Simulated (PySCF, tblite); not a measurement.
# C2H3BeN: changes of charge

What do calculations give for the changes of charge of C2H3BeN (`[CH3][Be][C]#N`)?

Programs: tblite 0.8.0 and PySCF 2.14.0, with routines of our own; each step states its level. All values are computed. Atoms count from 0.

### Step 1. The starting structure

7 atoms, charge 0, multiplicity 1; geometry from: start built from the parent or by distance geometry.

### Step 2. Geometry optimisation with GFN2-xTB

Job settings and geometry (Å):

```
{"job": {"kind": "relax", "xc": "GFN2-xTB", "basis": "xTB"}, "charge": 0, "multiplicity": 1}
Be     0.025500     0.010500    -0.529900
C     -0.011200    -0.001700     1.166100
H      0.763300     0.625600     1.660400
H      0.183300    -0.981800     1.597800
H     -0.950100     0.299700     1.644500
C     -0.009700     0.019700    -2.220400
N      0.005600     0.037900    -3.372700
```

Started as:

```
OMP_NUM_THREADS=1 python redox_run.py task.json out
```

This one command runs all jobs of the session in turn.

Output:

```text
step      E/eV     max force
  0    -253.62045    0.803
  1    -253.62918    0.698
  2    -253.62616    0.989
  3    -253.63284    0.104
  4    -253.63350    0.084
  5    -253.63483    0.091
  6    -253.63497    0.044
  7    -253.63514    0.046
  8    -253.63527    0.067
  9    -253.63539    0.047
 10    -253.63545    0.025
 11    -253.63549    0.019
 12    -253.63551    0.025
 13    -253.63553    0.017
 14    -253.63554    0.010
```

Run time: 0.05 s. Hardware: 1 thread of Arm Neoverse V1, shared host.

The steps of the relaxation: (the energy doesn't fall at every step)

```
step  energy from step 0 (eV)  largest force (eV/Å)
   0                   0.0000                0.8027
   1                  -0.0087                0.6977
   2                  -0.0057                0.9887
   3                  -0.0124                0.1042
   4                  -0.0130                0.0835
   5                  -0.0144                0.0911
   6                  -0.0145                0.0442
   7                  -0.0147                0.0461
   8                  -0.0148                0.0675
   9                  -0.0149                0.0474
  10                  -0.0150                0.0248
  11                  -0.0150                0.0185
  12                  -0.0151                0.0254
  13                  -0.0151                0.0166
  14                  -0.0151                0.0100
```

Close pairs (by a distance rule), those that changed most:

```
  bond  before (Å)  after (Å)  change (Å)
 C1–H2       1.113      1.091      -0.021
Be0–C1       1.696      1.714      +0.017
Be0–C5       1.691      1.686      -0.005
 C1–H4       1.096      1.092      -0.004
 C1–H3       1.088      1.092      +0.003
 C5–N6       1.153      1.150      -0.002
```

The end geometry stands in the next job.

### Step 3. Vibrational analysis with GFN2-xTB

Job settings and geometry (Å):

```
{"job": {"kind": "ir", "xc": "GFN2-xTB", "basis": "xTB"}, "charge": 0, "multiplicity": 1}
Be     0.006750     0.018855    -0.532624
C      0.001090    -0.008576     1.180946
H      0.751741     0.630103     1.649879
H      0.184773    -0.997541     1.605092
H     -0.942589     0.307332     1.629555
C      0.005524     0.025367    -2.218436
N     -0.000623     0.034270    -3.368556
```

Output:

```text
mode    cm-1     km/mol
  1      93.9     35.20
  2      94.6     35.33
  3     254.5     17.12
  4     254.7     17.46
  5     433.3      0.18
  6     516.7    348.96
  7     518.0    348.51
  8     974.1    212.78
  9    1395.6     39.32
 10    1499.6      0.00
 11    1500.0      0.00
 12    2308.1      4.51
 13    2961.6     65.42
 14    2962.9     64.84
 15    2997.0     19.20
ZPE 112.237  H(298)-E 130.584  G(298)-E 42.633 kJ/mol  S 294.99 J/(mol K)
```

Run time: 0.13 s. Hardware: 1 thread of Arm Neoverse V1, shared host.

Which atoms move in the most intense modes:

```
cm⁻¹  km/mol                                atoms
  94    35.2           Be0 45 %, N6 21 %, C5 11 %
  95    35.3           Be0 45 %, N6 21 %, C5 11 %
 517   349.0  H3 40 %, C1 17 %, Be0 16 %, H4 15 %
 518   348.5  H2 33 %, H4 29 %, C1 17 %, Be0 15 %
 974   212.8                    Be0 80 %, C1 10 %
1396    39.3   H4 28 %, H2 28 %, H3 28 %, C1 17 %
2962    65.4                     H3 58 %, H4 30 %
2963    64.8                     H2 55 %, H4 32 %
```

### Step 4. Relaxing the molecule at BP86-D3(BJ)/def2-SVP

Settings changed since step 3:

```diff
@@ -1,2 +1,2 @@
-{"job": {"kind": "ir", "xc": "GFN2-xTB", "basis": "xTB"}, "charge": 0, "multiplicity": 1}
+{"job": {"xc": "BP86", "basis": "def2-SVP", "d3": "d3bj", "grid": 1, "kind": "geom"}, "charge": 0, "multiplicity": 1}
 Be     0.006750     0.018855    -0.532624
```

Output:

```text
step   0  E = -147.39513771  max force = 0.067286
step   1  E = -147.39643294  max force = 0.008990
step   2  E = -147.39757108  max force = 0.006322
step   3  E = -147.39850611  max force = 0.002885
step   4  E = -147.39858736  max force = 0.002301
step   5  E = -147.39870232  max force = 0.002257
step   6  E = -147.39871548  max force = 0.001348
step   7  E = -147.39872036  max force = 0.000179
optimisation converged
```

Wall time 12 s (1 thread of Arm Neoverse V1, shared host).

The steps of the relaxation:

```
step  energy from step 0 (eV)  largest force component (eV/Å)
   0                   0.0000                          3.4600
   1                  -0.0352                          0.4623
   2                  -0.0662                          0.3251
   3                  -0.0917                          0.1484
   4                  -0.0939                          0.1183
   5                  -0.0970                          0.1161
   6                  -0.0974                          0.0693
   7                  -0.0975                          0.0092
```

Close pairs (by a distance rule), those that changed most:

```
  bond  before (Å)  after (Å)  change (Å)
Be0–C1       1.714      1.668      -0.046
 C5–N6       1.150      1.176      +0.026
 C1–H2       1.091      1.114      +0.022
 C1–H3       1.092      1.114      +0.022
 C1–H4       1.092      1.114      +0.022
Be0–C5       1.686      1.669      -0.016
```

The next job starts from the end point, and lists it.

```
                         at the end point                value
  point group (found at 0.08 Å tolerance)                  C3v
rotational constants (GHz, main isotopes)  157.6, 2.928, 2.928
                        dipole moment (D)                 3.16
```

### Step 5. Single point (C2H3BeN): PBE0-D3(BJ)/ma-def2-SVP

Geometry: BP86-D3(BJ)/def2-SVP.

Job settings and geometry (Å):

```
{"job": {"kind": "sp", "xc": "PBE0", "basis": "ma-def2-SVP", "d3": "d3bj", "grid": 2}, "charge": 0, "multiplicity": 1}
Be     0.025063     0.117250    -0.483697
C     -0.057050    -0.265438     1.137585
H      0.696879     0.286927     1.743698
H      0.121010    -1.348799     1.326409
H     -1.051067    -0.028695     1.581147
C      0.107518     0.495532    -2.107600
N      0.167912     0.763376    -3.251265
```

Output:

```text
coarse grid: 6160 points
cycle   1  E = -147.1631094724  dE =  1.204e-01  |g| = 3.934e-01  |ddm| = 5.901e+00
cycle   2  E = -147.0973142088  dE =  6.580e-02  |g| = 6.597e-01  |ddm| = 1.755e+00
cycle   3  E = -147.1982518312  dE = -1.009e-01  |g| = 1.946e-01  |ddm| = 9.019e-01
cycle   4  E = -147.2068029135  dE = -8.551e-03  |g| = 3.145e-02  |ddm| = 2.573e-01
cycle   5  E = -147.2070374784  dE = -2.346e-04  |g| = 5.919e-03  |ddm| = 5.895e-02
cycle   6  E = -147.2070480038  dE = -1.053e-05  |g| = 6.087e-04  |ddm| = 2.416e-02
cycle   7  E = -147.2070481084  dE = -1.045e-07  |g| = 6.685e-05  |ddm| = 4.172e-03
final grid: 60552 points
cycle   8  E = -147.2185794226  dE = -1.528e-05  |g| = 5.191e-03  |ddm| = 4.057e-02
cycle   9  E = -147.2185747222  dE =  4.700e-06  |g| = 6.887e-03  |ddm| = 1.647e-02
cycle  10  E = -147.2185854300  dE = -1.071e-05  |g| = 2.355e-03  |ddm| = 9.408e-03
cycle  11  E = -147.2185866966  dE = -1.267e-06  |g| = 1.870e-04  |ddm| = 2.657e-03
cycle  12  E = -147.2185867059  dE = -9.214e-09  |g| = 4.907e-05  |ddm| = 3.562e-04
converged SCF energy = -147.2185867059
```

Wall time 1.2 s (1 thread of Arm Neoverse V1, shared host).

### Step 6. Single point (C2H3BeN+ (doublet)): PBE0-D3(BJ)/ma-def2-SVP

Geometry: BP86-D3(BJ)/def2-SVP, that of another charge or spin state.

Settings changed since step 5:

```diff
@@ -1,2 +1,2 @@
-{"job": {"kind": "sp", "xc": "PBE0", "basis": "ma-def2-SVP", "d3": "d3bj", "grid": 2}, "charge": 0, "multiplicity": 1}
+{"job": {"kind": "sp", "xc": "PBE0", "basis": "ma-def2-SVP", "d3": "d3bj", "grid": 2}, "charge": 1, "multiplicity": 2}
 Be     0.025063     0.117250    -0.483697
```

Output:

```text
final grid: 60552 points
cycle   1  E = -146.7815753057  dE =  2.220e-09  |g| = 6.430e-05  |ddm| = 1.720e-04
converged SCF energy = -146.7815753057
```

Run time: 18 s. Hardware: 1 thread of Arm Neoverse V1, shared host.

### Step 7. Optimising the geometry with GFN2-xTB

This step treats C₂H₃BeN+ (doublet).

Job settings and geometry (Å):

```
{"job": {"kind": "relax", "xc": "GFN2-xTB", "basis": "xTB"}, "charge": 1, "multiplicity": 2}
Be     0.041300     0.111100    -0.489000
C     -0.067800    -0.256800     1.114600
H      0.714300     0.279300     1.746900
H      0.118500    -1.334200     1.305800
H     -1.054300    -0.032500     1.592500
C      0.096500     0.493800    -2.116400
N      0.168300     0.769200    -3.262300
```

Output:

```text
step      E/eV     max force
  0    -239.27139    4.834
  1    -238.77530   16.458
  2    -239.45921    1.415
  3    -239.47466    0.476
  4    -239.48271    0.383
  5    -239.48597    0.404
  6    -239.48774    0.138
  7    -239.48791    0.031
  8    -239.48797    0.042
  9    -239.48805    0.068
 10    -239.48814    0.066
 11    -239.48821    0.034
 12    -239.48826    0.021
 13    -239.48830    0.026
 14    -239.48833    0.032
 15    -239.48837    0.025
 16    -239.48839    0.021
 17    -239.48841    0.019
 18    -239.48842    0.013
 19    -239.48842    0.009
```

It took 0.06 s on 1 thread of Arm Neoverse V1, shared host.

Along the way: (the energy doesn't fall at every step)

```
step  energy from step 0 (eV)  largest force (eV/Å)
   0                   0.0000                4.8345
   1                   0.4961               16.4576
   2                  -0.1878                1.4150
   3                  -0.2033                0.4759
   4                  -0.2113                0.3831
   5                  -0.2146                0.4040
   6                  -0.2164                0.1385
   7                  -0.2165                0.0309
   8                  -0.2166                0.0416
   9                  -0.2167                0.0680
  10                  -0.2167                0.0660
  11                  -0.2168                0.0336
  12                  -0.2169                0.0209
  13                  -0.2169                0.0258
  14                  -0.2169                0.0322
  15                  -0.2170                0.0252
  16                  -0.2170                0.0211
  17                  -0.2170                0.0193
  18                  -0.2170                0.0130
  19                  -0.2170                0.0095
```

Close pairs (by a distance rule), those that changed most:

```
  bond  before (Å)  after (Å)  change (Å)
Be0–C1       1.649      1.736      +0.087
 C1–H2       1.140      1.095      -0.045
 C5–N6       1.181      1.141      -0.040
Be0–C5       1.673      1.697      +0.024
 C1–H4       1.119      1.095      -0.024
 C1–H3       1.110      1.095      -0.015
```

The next job starts from the end point, and lists it.

### Step 8. Infrared spectrum with GFN2-xTB

Job settings and geometry (Å):

```
{"job": {"kind": "ir", "xc": "GFN2-xTB", "basis": "xTB"}, "charge": 1, "multiplicity": 2}
Be     0.030557     0.118945    -0.491902
C     -0.058741    -0.279897     1.195656
H      0.711154     0.292676     1.723167
H      0.120496    -1.355205     1.297788
H     -1.056516    -0.017352     1.562041
C      0.110484     0.506641    -2.142158
N      0.159498     0.764153    -3.252470
```

Output:

```text
mode    cm-1     km/mol
  1      60.6     72.16
  2      61.2     72.46
  3     257.4     94.83
  4     257.6     94.29
  5     399.9      3.16
  6     433.6    142.97
  7     435.6    143.02
  8     877.4      0.71
  9    1111.4    239.33
 10    1279.1     37.42
 11    1280.0     37.07
 12    2316.1    140.37
 13    2919.1    135.13
 14    2928.8     12.17
 15    2929.6     12.81
ZPE 104.957  H(298)-E 124.187  G(298)-E 32.896 kJ/mol  S 306.19 J/(mol K)
```

Run time: 0.12 s. Hardware: 1 thread of Arm Neoverse V1, shared host.

Which atoms move in the most intense modes:

```
cm⁻¹  km/mol                               atoms
  61    72.5          Be0 64 %, N6 14 %, C1 10 %
 257    94.8          C5 65 %, N6 20 %, Be0 14 %
 258    94.3          C5 65 %, N6 21 %, Be0 14 %
 434   143.0                    H3 53 %, H2 29 %
 436   143.0                    H4 53 %, H2 29 %
1111   239.3  H4 28 %, H2 28 %, H3 28 %, C1 14 %
2316   140.4                    C5 55 %, N6 45 %
2919   135.1           H2 35 %, H3 34 %, H4 29 %
```

### Step 9. Optimising the geometry at BP86-D3(BJ)/def2-SVP

This step treats C₂H₃BeN+ (doublet).

Settings changed since step 8:

```diff
@@ -1,2 +1,2 @@
-{"job": {"kind": "ir", "xc": "GFN2-xTB", "basis": "xTB"}, "charge": 1, "multiplicity": 2}
+{"job": {"xc": "BP86", "basis": "def2-SVP", "d3": "d3bj", "grid": 1, "kind": "geom"}, "charge": 1, "multiplicity": 2}
 Be     0.030557     0.118945    -0.491902
```

Output:

```text
step   0  E = -146.98667255  max force = 0.082549
step   1  E = -146.99604272  max force = 0.000996
step   2  E = -146.99605016  max force = 0.000285
optimisation converged
```

Wall time 9.8 s (1 thread of Arm Neoverse V1, shared host).

The steps of the relaxation:

```
step  energy from step 0 (eV)  largest force component (eV/Å)
   0                   0.0000                          4.2448
   1                  -0.2550                          0.0512
   2                  -0.2552                          0.0147
```

Close pairs (by a distance rule), those that changed most:

```
  bond  before (Å)  after (Å)  change (Å)
Be0–C1       1.736      1.824      +0.088
Be0–C5       1.697      1.651      -0.046
 C5–N6       1.141      1.175      +0.034
 C1–H3       1.095      1.115      +0.020
 C1–H2       1.095      1.114      +0.019
 C1–H4       1.095      1.113      +0.018
```

The end geometry stands in the next job.

```
                         at the end point                value
rotational constants (GHz, main isotopes)  137.4, 2.832, 2.832
                                     ⟨S²⟩                0.753
```

### Step 10. Single point (C2H3BeN): PBE0-D3(BJ)/ma-def2-SVP

Geometry: BP86-D3(BJ)/def2-SVP, that of another charge or spin state.

Job settings and geometry (Å):

```
{"job": {"kind": "sp", "xc": "PBE0", "basis": "ma-def2-SVP", "d3": "d3bj", "grid": 2}, "charge": 0, "multiplicity": 1}
Be     0.028404     0.093683    -0.497496
C     -0.067202    -0.314289     1.277652
H      0.756259     0.336305     1.650456
H      0.133026    -1.407390     1.186930
H     -1.112741     0.006217     1.485963
C      0.076416     0.528970    -2.089254
N      0.125582     0.803307    -3.230951
```

Output:

```text
coarse grid: 6160 points
cycle   1  E = -147.1453172747  dE =  8.813e-02  |g| = 3.710e-01  |ddm| = 5.297e+00
cycle   2  E = -147.0718238832  dE =  7.349e-02  |g| = 6.651e-01  |ddm| = 1.673e+00
cycle   3  E = -147.1791488440  dE = -1.073e-01  |g| = 1.722e-01  |ddm| = 8.082e-01
cycle   4  E = -147.1858051458  dE = -6.656e-03  |g| = 3.412e-02  |ddm| = 2.159e-01
cycle   5  E = -147.1860811539  dE = -2.760e-04  |g| = 6.677e-03  |ddm| = 5.829e-02
cycle   6  E = -147.1860945267  dE = -1.337e-05  |g| = 5.860e-04  |ddm| = 1.378e-02
cycle   7  E = -147.1860946229  dE = -9.616e-08  |g| = 8.016e-05  |ddm| = 2.242e-03
final grid: 60552 points
cycle   8  E = -147.1993830686  dE = -1.448e-05  |g| = 3.777e-03  |ddm| = 6.637e-02
cycle   9  E = -147.1993790963  dE =  3.972e-06  |g| = 5.640e-03  |ddm| = 1.159e-02
cycle  10  E = -147.1993861065  dE = -7.010e-06  |g| = 1.993e-03  |ddm| = 6.623e-03
cycle  11  E = -147.1993870210  dE = -9.145e-07  |g| = 1.991e-04  |ddm| = 2.199e-03
cycle  12  E = -147.1993870314  dE = -1.037e-08  |g| = 6.696e-05  |ddm| = 4.309e-04
cycle  13  E = -147.1993870326  dE = -1.270e-09  |g| = 8.312e-06  |ddm| = 1.318e-04
converged SCF energy = -147.1993870326
```

Run time: 1.2 s. Hardware: 1 thread of Arm Neoverse V1, shared host.

### Step 11. Single point (C2H3BeN+ (doublet)): PBE0-D3(BJ)/ma-def2-SVP

Geometry: BP86-D3(BJ)/def2-SVP.

Settings changed since step 10:

```diff
@@ -1,2 +1,2 @@
-{"job": {"kind": "sp", "xc": "PBE0", "basis": "ma-def2-SVP", "d3": "d3bj", "grid": 2}, "charge": 0, "multiplicity": 1}
+{"job": {"kind": "sp", "xc": "PBE0", "basis": "ma-def2-SVP", "d3": "d3bj", "grid": 2}, "charge": 1, "multiplicity": 2}
 Be     0.028404     0.093683    -0.497496
```

Output:

```text
final grid: 60552 points
cycle   1  E = -146.2506053792  dE =  5.005e-01  |g| = 8.685e-01  |ddm| = 4.773e+00
cycle   2  E = -138.3494157095  dE =  7.901e+00  |g| = 2.550e+00  |ddm| = 6.087e+00
cycle   3  E = -146.3686956562  dE = -8.019e+00  |g| = 9.295e-01  |ddm| = 2.904e+00
cycle   4  E = -146.7207018001  dE = -3.520e-01  |g| = 3.738e-01  |ddm| = 1.517e+00
cycle   5  E = -146.7761737497  dE = -5.547e-02  |g| = 2.142e-01  |ddm| = 1.131e+00
cycle   6  E = -146.7949747871  dE = -1.880e-02  |g| = 1.304e-01  |ddm| = 3.942e-01
cycle   7  E = -146.8059145949  dE = -1.094e-02  |g| = 3.286e-02  |ddm| = 5.736e-01
cycle   8  E = -146.8066785669  dE = -7.640e-04  |g| = 4.374e-03  |ddm| = 2.277e-01
cycle   9  E = -146.8067025059  dE = -2.394e-05  |g| = 1.640e-03  |ddm| = 3.408e-02
cycle  10  E = -146.8067104696  dE = -7.964e-06  |g| = 1.022e-03  |ddm| = 1.365e-02
cycle  11  E = -146.8067141720  dE = -3.702e-06  |g| = 4.795e-04  |ddm| = 5.257e-03
cycle  12  E = -146.8067156541  dE = -1.482e-06  |g| = 1.110e-04  |ddm| = 4.930e-03
cycle  13  E = -146.8067157186  dE = -6.456e-08  |g| = 3.507e-05  |ddm| = 1.202e-03
cycle  14  E = -146.8067157226  dE = -3.966e-09  |g| = 1.450e-05  |ddm| = 2.162e-04
converged SCF energy = -146.8067157226
```

It took 3.4 s on 1 thread of Arm Neoverse V1, shared host.

### Step 12. Single point (C₂H₃BeN): PBE0-D3(BJ)/ma-def2-SVP in water

Geometry: BP86-D3(BJ)/def2-SVP.

Job settings and geometry (Å):

```
{"job": {"kind": "sp", "xc": "PBE0", "basis": "ma-def2-SVP", "d3": "d3bj", "grid": 2, "solvent": "water"}, "charge": 0, "multiplicity": 1}
Be     0.025063     0.117250    -0.483697
C     -0.057050    -0.265438     1.137585
H      0.696879     0.286927     1.743698
H      0.121010    -1.348799     1.326409
H     -1.051067    -0.028695     1.581147
C      0.107518     0.495532    -2.107600
N      0.167912     0.763376    -3.251265
```

Output:

```text
final grid: 60552 points
cycle   1  E = -147.2297499085  dE =  3.730e-04  |g| = 1.186e-01  |ddm| = 5.728e-01
cycle   2  E = -147.2166877577  dE =  1.306e-02  |g| = 2.673e-01  |ddm| = 8.652e-01
cycle   3  E = -147.2329539296  dE = -1.627e-02  |g| = 4.268e-03  |ddm| = 2.824e-01
cycle   4  E = -147.2329587162  dE = -4.787e-06  |g| = 1.460e-03  |ddm| = 3.187e-02
cycle   5  E = -147.2329592825  dE = -5.663e-07  |g| = 4.193e-04  |ddm| = 1.463e-02
cycle   6  E = -147.2329593306  dE = -4.807e-08  |g| = 9.588e-05  |ddm| = 3.780e-03
cycle   7  E = -147.2329593329  dE = -2.254e-09  |g| = 2.991e-05  |ddm| = 5.397e-04
converged SCF energy = -147.2329593329
```

Wall time 1.3 s (1 thread of Arm Neoverse V1, shared host); peak memory 0.43 GiB.

### Step 13. Single point (C₂H₃BeN+ (doublet)): PBE0-D3(BJ)/ma-def2-SVP in water

Geometry: BP86-D3(BJ)/def2-SVP.

Job settings and geometry (Å):

```
{"job": {"kind": "sp", "xc": "PBE0", "basis": "ma-def2-SVP", "d3": "d3bj", "grid": 2, "solvent": "water"}, "charge": 1, "multiplicity": 2}
Be     0.028404     0.093683    -0.497496
C     -0.067202    -0.314289     1.277652
H      0.756259     0.336305     1.650456
H      0.133026    -1.407390     1.186930
H     -1.112741     0.006217     1.485963
C      0.076416     0.528970    -2.089254
N      0.125582     0.803307    -3.230951
```

Output:

```text
final grid: 60552 points
cycle   1  E = -146.9395869882  dE = -6.662e-04  |g| = 1.581e-01  |ddm| = 1.322e+00
cycle   2  E = -146.8930414086  dE =  4.655e-02  |g| = 3.532e-01  |ddm| = 1.396e+00
cycle   3  E = -146.9510911627  dE = -5.805e-02  |g| = 1.144e-02  |ddm| = 3.867e-01
cycle   4  E = -146.9511643241  dE = -7.316e-05  |g| = 3.215e-03  |ddm| = 4.505e-02
cycle   5  E = -146.9511714124  dE = -7.088e-06  |g| = 5.136e-04  |ddm| = 2.939e-02
cycle   6  E = -146.9511716946  dE = -2.823e-07  |g| = 1.645e-04  |ddm| = 1.154e-02
cycle   7  E = -146.9511717215  dE = -2.682e-08  |g| = 6.718e-05  |ddm| = 8.353e-04
cycle   8  E = -146.9511717255  dE = -4.000e-09  |g| = 1.470e-05  |ddm| = 3.280e-04
converged SCF energy = -146.9511717255
```

Run time: 2.4 s. Hardware: 1 thread of Arm Neoverse V1, shared host; peak memory 0.43 GiB.

### Step 14. Changes of charge: PBE0-D3(BJ)/ma-def2-SVP

This step combines the energies above: geometries from BP86-D3(BJ)/def2-SVP, zero-point and thermal terms from GFN2-xTB.

Job settings and geometry (Å):

```
{"job": {"kind": "rx", "dirs": [1], "deep": 3, "geom": {"xc": "BP86", "basis": "def2-SVP", "d3": "d3bj", "grid": 1}, "level": {"xc": "PBE0", "basis": "ma-def2-SVP", "d3": "d3bj", "solvents": ["water"]}}, "charge": 0, "multiplicity": 1}
Be     0.025063     0.117250    -0.483697
C     -0.057050    -0.265438     1.137585
H      0.696879     0.286927     1.743698
H      0.121010    -1.348799     1.326409
H     -1.051067    -0.028695     1.581147
C      0.107518     0.495532    -2.107600
N      0.167912     0.763376    -3.251265
```

Output (the driver's rows laid out field by field):

```text
ionisation and electron attachment, PBE0-D3(BJ)/ma-def2-SVP // BP86-D3(BJ)/def2-SVP

row 1
  change                  oxidation
  charge                  1
  multiplicity            2
  vertical_ev             11.8917
  vertical_s2             0.757
  formula                 C2H3BeN
  kept                    yes
  pieces                  1
  adiabatic_electronic_ev 11.2076
  adiabatic_ev            11.1321
  free_energy_ev          11.077
  s2                      0.753
  bonds_moved             0 1 1.668 1.824; 0 5 1.669 1.651
  spin_on                 1 C 0.909
  charge_moved            1 C 0.531; 6 N 0.146; 0 Be 0.103; 4 H 0.091
  vertical_back_ev        10.6851
  relaxation_parent_ev    0.5224
  relaxation_ion_ev       0.6841
  reorganisation_ev       1.2065
  solution                solvent water, absolute_potential_v 7.5372, solvation_parent_kj -37.74, solvation_ion_kj -379.27
```

Wall time 50 s (1 thread of Arm Neoverse V1, shared host); peak memory 0.43 GiB.

Energy taken up on oxidation, or given off on reduction (eV; adiabatic with zero-point energy):

```
                    change  product  vertical  adiabatic  free energy  reorganisation  ⟨S²⟩
oxidation (multiplicity 2)  C2H3BeN     11.89      11.13        11.08            1.21  0.75
```

On oxidation to multiplicity 2 charge changes most on C1 (+0.53 e), N6 (+0.15 e), Be0 (+0.10 e); the spin sits on C1 (0.91); the bond Be0–C1 goes from 1.668 to 1.824 Å; the absolute potential is 7.54 V in water.

[end of part 1 of 2]
